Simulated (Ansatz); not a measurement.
The system is RhN.

```
CELL_PARAMETERS angstrom
2.96283 0.00000 0.00000
-1.48141 2.56588 0.00000
0.00000 0.00000 2.89157
ATOMIC_POSITIONS crystal
Rh 0.00000 0.00000 0.00000
N 0.66667 0.33333 0.50000
```

The cell comes from a database or a generator and needn't be the stable form of this composition.

Base run:

* Program: Ansatz 0.2.0
* Functional: PBE
* Potentials or basis: Ansatz PAW
* Cutoff: 420 eV (not typed: the program's choice for these potentials)
* k mesh: 7 × 7 × 7
* Occupations: gaussian, width 0.05 eV
* Spin: collinear spin, random start
* Starting moments: [0.39, 0.0] μB
* Hubbard terms: Rh d U = 7 eV

Its results: band gap on the k mesh none (metal or under the smearing width); pressure 10.0 GPa; net moment 0.38 μB per cell.

Task: The run is repeated on the same cell with these changes: hubbard terms from Rh d U = 7 eV to Rh d U = 2 eV; moments at the start from [0.39, 0.0] to [0.14, 0.0]. What comes out?

Result: Band gap on the k mesh none (metal or under the smearing width); pressure -11.3 GPa; net moment 0.00 μB per cell.

Caveats: the magnetic or orbital state may not be the lowest; the starting moments weren't kept (some runs).
